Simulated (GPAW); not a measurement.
Wanted: an ASE script for a GPAW 26.7.0 run.

```
Task                : band structure
Functional          : LDA
Potentials or basis : the program's PAW data sets (release 1.2.1) made for this functional
Cutoff              : 600 eV
Basis               : pw
k mesh              : 7 × 7 × 7
Occupations         : fermi-dirac, width 0.05 eV
Spin                : no spin polarisation
Maxiter             : 150
Band path           : GXWKGLUWLK,UX
Band points         : 60
```

The system is CuI.

```
Cu I
1.0
     0.00000    3.03150    3.03150
     3.03150    0.00000    3.03150
     3.03150    3.03150    0.00000
Cu I
1 1
Direct
  0.75000 0.75000 0.75000
  0.00000 0.00000 0.00000
```

The input as run:

run.py

```python
from ase import Atoms
from ase.dft.bandgap import bandgap
from ase.io import write
from ase.units import GPa
from gpaw import GPAW, PW

atoms = Atoms(['Cu', 'I'],
              cell=[[0.0, 3.0315, 3.0315],
                    [3.0315, 0.0, 3.0315],
                    [3.0315, 3.0315, 0.0]],
              scaled_positions=[[0.75, 0.75, 0.75],
                                [0.0, 0.0, 0.0]],
              pbc=True)

calc = GPAW(mode=PW(600),
            xc='LDA',
            kpts={'size': (7, 7, 7), 'gamma': True},
            occupations={'name': 'fermi-dirac', 'width': 0.05},
            nbands=19,
            convergence={'density': 1e-05, 'energy': 1e-05},
            maxiter=150,
            txt='gpaw.txt')
atoms.calc = calc
energy = atoms.get_potential_energy()
forces = atoms.get_forces()
stress = atoms.get_stress()
calc.write('gs.gpw')
write('result.traj', atoms)
print(f'Energy: {energy:.6f} eV')
print('Forces (eV/A):')
print(forces.round(4))
print('Stress (GPa):', (stress / GPa).round(3))
print('Fermi level:', round(calc.get_fermi_level(), 4), 'eV')
print(f'Gap: {bandgap(calc)[0]:.4f} eV, direct: {bandgap(calc, direct=True)[0]:.4f} eV')

path = atoms.cell.bandpath('GXWKGLUWLK,UX', npoints=60, eps=1e-4)
bs_calc = calc.fixed_density(kpts=path, symmetry='off', nbands=31,
                             convergence={'bands': 'CBM+6.0', 'eigenstates': 1e-6}, txt='bands.txt')
bs = bs_calc.band_structure()
bs.write('bs.json')
print(f'Gap on the path: {bandgap(bs_calc)[0]:.4f} eV')
```

Potentials or basis: the program's PAW data sets (release 1.2.1) made for this functional, pw.

Command:

```bash
$ OMP_NUM_THREADS=1 python run.py
```

It gave:

```json
{
  "Pressure": "-3.9 GPa",
  "Band gap on the k mesh": "0.96 eV, direct",
  "Band gap along the path": "0.96 eV, direct"
}
```

Caveat: with this Cu data set, volumes or pressures lay over 1.5 % or 2 GPa off other programs in two to four cells of ten; spin-orbit coupling is left out, which moves the levels of the heavy elements.

It took 69 s on 1 thread of AMD EPYC 7571, with other jobs on the host, peak memory 0.26 GiB.
